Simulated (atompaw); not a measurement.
# Pseudopotential generation for P: PAW (atompaw), LDA (PW92)

Do these settings give a usable potential? It is generated, then checked for scattering, ghosts and hardness.

The numbers are computed with atompaw 4.2.0.5 (LDA (PW92), scalar-relativistic, spin-unpolarised reference atom).

## Step 1: Settings

The settings as typed:

```
element                 : phosphorus (P, Z = 15)
type                    : PAW
frozen core             : [Ne]
valence charge          : 5
reference configuration : 3s2 3p2.75 (charge +0.25)
partial waves           : 3s (bound): rc 1.70 bohr; 3s channel at 0.2 Ry: rc 1.25 bohr; 3p (bound): rc 1.70 bohr; 3p channel at 2.85 Ry: rc 1.70 bohr; 3d channel at -0.15 Ry: rc 1.50 bohr; 3d channel at 2.4 Ry: rc 1.70 bohr
local potential         : bessel scheme, radius 1.50 bohr
core correction         : smooth core density matched at 1.40 bohr
augmentation charge     : gaussian compensation charge, radius 1.25 bohr; PAW radius 1.70 bohr; waves and projectors: custom polynom gramschmidtortho
```

The nodes and maxima of the atom's own shells, from an earlier all-electron run, set the scale for the radii.

All-electron outer shells of the reference configuration (LDA (PW92), scalar-relativistic, ld1.x):

| shell | level (eV) | outermost node (bohr) | outermost maximum (bohr) |
| --- | --- | --- | --- |
| 2s | -175.56 | 0.14 | 0.42 |
| 2p | -126.94 | – | 0.35 |
| 3s | -16.19 | 0.66 | 1.56 |
| 3p | -7.62 | 0.64 | 1.81 |

## Step 2: The generation run

Contents of P.input:

```
P 15
LDA-PW scalarrelativistic loggrid 1500 logderivrange -3 5 201
3 3 0 0 0 0
3 1 2.75
0 0 0
c
c
v
c
v
2
1.70 1.25 1.50 1.40
y
0.2
n
y
2.85
n
y
-0.15
y
2.4
n
custom polynom gramschmidtortho gaussian
bessel
1.70
1.25
1.70
1.70
1.50
1.70
PWSCFOUT
UPFDX 0.0125d0 UPFXMIN -7.d0 UPFZMESH 15.d0
END
```

Started as:

```
$ atompaw < P.input > P.log
```

Before running it: what results should come out? Wanted: cutoffs for 10 and 1 mRy, occupied levels; bound ghosts; largest phase difference near zero energy, channels read; lowest eigenvalue of the overlap; share of valence orbitals outside the PAW sphere; UPF file.

The runs gave:

| quantity | value |
| --- | --- |
| cutoffs for 10 and 1 mRy, occupied levels | 12 Ry and 25 Ry |
| bound ghosts | none found |
| largest phase difference near zero energy, channels read | 0.000 rad |
| lowest eigenvalue of the overlap (Bessel basis) | 0.023 (s) |
| share of valence orbitals outside the PAW sphere | 3s 55 %, 3p 71 % |
| UPF file | not written |

**Reading.** By its cutoff, 12 Ry for the looser tolerance, it is soft on the atom at that tolerance. The slowest occupied level is 3s: taken alone it needs 18 Ry to come within 1 mRy, against 12 Ry for 3p. The Bessel-basis test finds no level below the valence levels. Near zero energy the phases of the channels with partial waves agree within 0.001 rad. The pseudo core plus compensation charge is negative at some radii, so no UPF file was written.
